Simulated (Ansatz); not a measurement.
**GeMo: the crystal squeezed far**

One table from this session's results is given with a row withheld; the runs are named, their logs left out.

Method: DFT, r2SCAN, PAW with Ansatz's default frozen-core files, scalar-relativistic, in Ansatz 0.2.0.

## The system as given

The structure is cubic, space group Pm-3m (No. 221). Conventional cell: a = 3.004 Å, b = 3.004 Å, c = 3.004 Å, α = 90.00°, β = 90.00°, γ = 90.00°. Mo (site symmetry m-3m) has 8 Ge at 2.60 Å as nearest neighbours. Ge (site symmetry m-3m) has 8 Mo at 2.60 Å as nearest neighbours.

Coordinates:

```cif
data_structure
_symmetry_space_group_name_H-M 'P 1'
_symmetry_Int_Tables_number 1
_cell_length_a 3.0035
_cell_length_b 3.0035
_cell_length_c 3.0035
_cell_angle_alpha 90.000
_cell_angle_beta 90.000
_cell_angle_gamma 90.000
_cell_volume 27.10
loop_
_atom_site_label
_atom_site_type_symbol
_atom_site_fract_x
_atom_site_fract_y
_atom_site_fract_z
_atom_site_occupancy
Mo1 Mo 0.00000 0.00000 0.00000 1
Ge1 Ge 0.50000 0.50000 0.50000 1
```

Whether this phase is the stable one at these pressures isn't tested.

Atoms are numbered in the order of the input: Mo1, Ge2.

Set-up of the first run:

File input.yaml:

```yaml
crystal:
  lattice:
    - [3.0035410164, 0.0, 0.0]
    - [0.0, 3.0035410164, 0.0]
    - [0.0, 0.0, 3.0035410164]
  atoms:
    - { symbol: Mo, position: [0.0, 0.0, 0.0] }
    - { symbol: Ge, position: [0.5, 0.5, 0.5] }
kpoints:
  mp_grid: { grid: [14, 14, 14] }
scf:
  occupations: { method: fermi_dirac, width: 0.05 }
hamiltonian:
  xc: r2scan
  pseudopotentials: { kind: paw }
output:
  forces: true
  stress: true
relax:
  f_tol: 0.005
  max_steps: 40
  cell: {}
```

Started as:

```bash
ansatz run input.yaml --threads 1 --pin off --max-ram 2048MiB --backend cpu --events-out ev --progress --plain --runs-dir out
```

Steps of the session up to this table: Cell relaxed at zero pressure, PAW; Volume scaled by 1, PAW; Volume scaled by 0.9, PAW; Volume scaled by 0.8, PAW; Volume scaled by 0.7, PAW; Volume scaled by 0.6, PAW; Volume scaled by 0.5, PAW; Volume scaled by 0.4, PAW; Volume scaled by 0.4, PAW (cutoff 250 eV).

One of the session's tables, all rows but one given; the rest of the session is left out.

```
             method  volume over the first  volume (Å³/atom)  pressure (GPa)
                PAW                      1            14.984            0.00
                PAW                    0.9            13.486           27.20
                PAW                    0.8                 ?               ?
                PAW                    0.7            10.489          158.40
                PAW                    0.6             8.990          314.46
                PAW                    0.5             7.492          623.99
                PAW                    0.4             5.994         1312.45
PAW (cutoff 250 eV)                    0.4             5.994         1335.06
```

**Question.** Estimate the row for PAW, 0.8.

**Answer.** volume (Å³/atom): 11.987; pressure (GPa): 74.37. In the column «volume (Å³/atom)» it lies between PAW, 0.7 (10.489) and PAW, 0.9 (13.486).

Limits of these values: Warnings in the runs' records: cutoff below recommended.
